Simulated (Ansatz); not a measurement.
I need a saddle search for pyramidal inversion of CH5AsO, SMILES OC[AsH2]. Use Ansatz 0.2.0, Python API. Use (for the species named): Hartree-Fock, def2-SVP basis, multiplicity 1.

```json
{"atom": "O", "x (Å)": "-1.3681", "y (Å)": "0.6575", "z (Å)": "-0.4441"}
{"atom": "C", "x (Å)": "-0.1466", "y (Å)": "0.6352", "z (Å)": "0.1182"}
{"atom": "As", "x (Å)": "0.9254", "y (Å)": "-0.6969", "z (Å)": "-0.8399"}
{"atom": "H", "x (Å)": "-1.7927", "y (Å)": "-0.1410", "z (Å)": "-0.2307"}
{"atom": "H", "x (Å)": "-0.2132", "y (Å)": "0.3689", "z (Å)": "1.1801"}
{"atom": "H", "x (Å)": "0.3453", "y (Å)": "1.6459", "z (Å)": "0.0271"}
{"atom": "H", "x (Å)": "0.2388", "y (Å)": "-1.8885", "z (Å)": "-0.1380"}
{"atom": "H", "x (Å)": "2.1032", "y (Å)": "-0.6383", "z (Å)": "0.2716"}
```

The script, `ts_ch5aso.py`:
```python
import itertools

import ansatz as az
from ase.data import atomic_numbers, covalent_radii
import numpy as np

BASIS = "def2-SVP"
FUNCTIONAL = "hf"

geometry = (
    az.Crystal.molecule()
    .atom("O", (-1.3681, 0.6575, -0.4441))
    .atom("C", (-0.1466, 0.6352, 0.1182))
    .atom("As", (0.9254, -0.6969, -0.8399))
    .atom("H", (-1.7927, -0.141, -0.2307))
    .atom("H", (-0.2132, 0.3689, 1.1801))
    .atom("H", (0.3453, 1.6459, 0.0271))
    .atom("H", (0.2388, -1.8885, -0.138))
    .atom("H", (2.1032, -0.6383, 0.2716))
)

setup = (
    geometry.calculation()
    .basis(gaussian=BASIS)
    .functional(FUNCTIONAL)
    .scf(lower_state_search="off")
)
symbols = [site.symbol for site in geometry.cartesian_sites]
start = np.array([site.position_ang for site in geometry.cartesian_sites], dtype=float)
data = setup.relax(force_tolerance=0.005, max_steps=100).run(threads=1).report
end = np.array(data["positions_ang"])

a, b, d = end[[1, 6, 7]]
normal = np.cross(b - a, d - a)
normal /= np.linalg.norm(normal)
flat = end.copy()
flat[2] -= 0.8 * ((end[2] - a) @ normal) * normal
guess = np.zeros_like(flat)
guess[2] = normal
near = az.Crystal.molecule()
for symbol, place in zip(symbols, flat):
    near = near.atom(symbol, place.tolist())
search = (
    near.calculation()
    .basis(gaussian=BASIS)
    .functional(FUNCTIONAL)
    .scf(lower_state_search="off")
    .saddle(mode_guess=guess.tolist(), force_tolerance=0.01, max_steps=40)
)
steps = []
top = search.session().plan().execute(on_event=lambda e: steps.append(e["data"]) if e["event"] == "saddle_step" else None).report
for s in steps:
    print(f"step {s['step']:2d}  E = {s['lagrangian_ev']:.5f} eV  force {s['allowed_force_max_ev_ang']:.4f} eV/A  curvature {s['curvature_ev_ang2']:.3f} eV/A^2")
print(f"minimum {data['free_energy_ev']:.5f} eV, saddle {top['free_energy_ev']:.5f} eV")
print(f"electronic barrier {96.485332 * (top['free_energy_ev'] - data['free_energy_ev']):.2f} kJ/mol")
saddle = np.array(top["positions_ang"])
radius = [covalent_radii[atomic_numbers[s]] for s in symbols]
span = lambda where, i, j: np.linalg.norm(where[i] - where[j])
bonded = [(i, j) for i, j in itertools.combinations(range(len(symbols)), 2) if min(span(end, i, j), span(saddle, i, j)) < 1.2 * (radius[i] + radius[j])]
print("pair        before    after (A)")
for i, j in bonded:
    print(f"{symbols[i]}{i}-{symbols[j]}{j}".ljust(10), f"{span(end, i, j):8.4f} {span(saddle, i, j):8.4f}")
for first, second in list(itertools.combinations(bonded, 2)):
    shared = set(first) & set(second)
    if shared and symbols[(j := shared.pop())] != "H":
        i, k = sorted((set(first) | set(second)) - {j})
        u, v = saddle[i] - saddle[j], saddle[k] - saddle[j]
        angle = np.degrees(np.arccos(np.clip(u @ v / np.linalg.norm(u) / np.linalg.norm(v), -1, 1)))
        print(f"final angle {symbols[i]}{i}-{symbols[j]}{j}-{symbols[k]}{k}: {angle:.2f} deg")
```

```console
$ python ts_ch5aso.py
step  1  E = -63927.56675 eV  force 7.2556 eV/A  curvature -33.553 eV/A^2
step  2  E = -63928.73626 eV  force 4.5262 eV/A  curvature -30.356 eV/A^2
step  3  E = -63929.39414 eV  force 2.2635 eV/A  curvature -24.608 eV/A^2
step  4  E = -63929.60843 eV  force 0.5092 eV/A  curvature -21.227 eV/A^2
step  5  E = -63929.61428 eV  force 0.6490 eV/A  curvature -19.770 eV/A^2
step  6  E = -63929.64714 eV  force 0.1964 eV/A  curvature -20.106 eV/A^2
step  7  E = -63929.64855 eV  force 0.1480 eV/A  curvature -20.107 eV/A^2
step  8  E = -63929.65193 eV  force 0.1013 eV/A  curvature -20.072 eV/A^2
step  9  E = -63929.65434 eV  force 0.1273 eV/A  curvature -20.069 eV/A^2
step 10  E = -63929.65760 eV  force 0.2026 eV/A  curvature -20.036 eV/A^2
step 11  E = -63929.66470 eV  force 0.3475 eV/A  curvature -19.766 eV/A^2
step 12  E = -63929.67518 eV  force 0.1223 eV/A  curvature -19.504 eV/A^2
step 13  E = -63929.67558 eV  force 0.6985 eV/A  curvature -18.773 eV/A^2
step 14  E = -63929.67779 eV  force 1.3987 eV/A  curvature -19.142 eV/A^2
step 15  E = -63929.70867 eV  force 0.3665 eV/A  curvature -19.250 eV/A^2
step 16  E = -63929.71641 eV  force 0.2749 eV/A  curvature -19.318 eV/A^2
step 17  E = -63929.72843 eV  force 0.3075 eV/A  curvature -19.441 eV/A^2
step 18  E = -63929.73854 eV  force 0.6639 eV/A  curvature -19.309 eV/A^2
step 19  E = -63929.75558 eV  force 0.5821 eV/A  curvature -19.159 eV/A^2
step 20  E = -63929.78267 eV  force 0.5091 eV/A  curvature -18.663 eV/A^2
step 21  E = -63929.78340 eV  force 1.2591 eV/A  curvature -18.039 eV/A^2
step 22  E = -63929.81958 eV  force 0.5342 eV/A  curvature -18.439 eV/A^2
step 23  E = -63929.83802 eV  force 0.4354 eV/A  curvature -18.553 eV/A^2
step 24  E = -63929.84933 eV  force 0.4642 eV/A  curvature -18.791 eV/A^2
step 25  E = -63929.85738 eV  force 0.3261 eV/A  curvature -18.961 eV/A^2
step 26  E = -63929.84796 eV  force 1.0584 eV/A  curvature -18.151 eV/A^2
step 27  E = -63929.86612 eV  force 0.1612 eV/A  curvature -18.887 eV/A^2
step 28  E = -63929.86927 eV  force 0.2213 eV/A  curvature -18.739 eV/A^2
step 29  E = -63929.87145 eV  force 0.0621 eV/A  curvature -18.713 eV/A^2
step 30  E = -63929.87199 eV  force 0.0623 eV/A  curvature -18.702 eV/A^2
step 31  E = -63929.87263 eV  force 0.1117 eV/A  curvature -18.741 eV/A^2
step 32  E = -63929.87297 eV  force 0.0617 eV/A  curvature -18.752 eV/A^2
step 33  E = -63929.87329 eV  force 0.0281 eV/A  curvature -18.756 eV/A^2
step 34  E = -63929.87348 eV  force 0.0204 eV/A  curvature -18.751 eV/A^2
step 35  E = -63929.87362 eV  force 0.0223 eV/A  curvature -18.731 eV/A^2
step 36  E = -63929.87355 eV  force 0.0326 eV/A  curvature -18.714 eV/A^2
step 37  E = -63929.87367 eV  force 0.0058 eV/A  curvature -18.724 eV/A^2
minimum -63931.57990 eV, saddle -63929.87367 eV
electronic barrier 164.63 kJ/mol
pair        before    after (A)
O0-C1        1.3918   1.3788
O0-H3        0.9442   0.9449
C1-As2       1.9905   1.9545
C1-H4        1.0918   1.0927
C1-H5        1.0883   1.0850
As2-H6       1.5148   1.4663
As2-H7       1.5135   1.4665
final angle C1-O0-H3: 110.03 deg
final angle O0-C1-As2: 116.11 deg
final angle O0-C1-H4: 113.10 deg
final angle O0-C1-H5: 107.56 deg
final angle As2-C1-H4: 103.44 deg
final angle As2-C1-H5: 108.23 deg
final angle C1-As2-H6: 119.95 deg
final angle C1-As2-H7: 122.76 deg
final angle H4-C1-H5: 108.08 deg
final angle H6-As2-H7: 117.29 deg
```

These settings explore the input space; basis and method may be short of convergence. The energies are electronic: no zero-point or thermal terms, and the basis set is short of its limit. No separate frequency run checks the order of the saddle point. It ran for 3.5 min on 1 thread of Arm Neoverse V2, on a shared host, peak memory 0.24 GiB.

(Lines on the test bed's own set-up are left out of the output.)
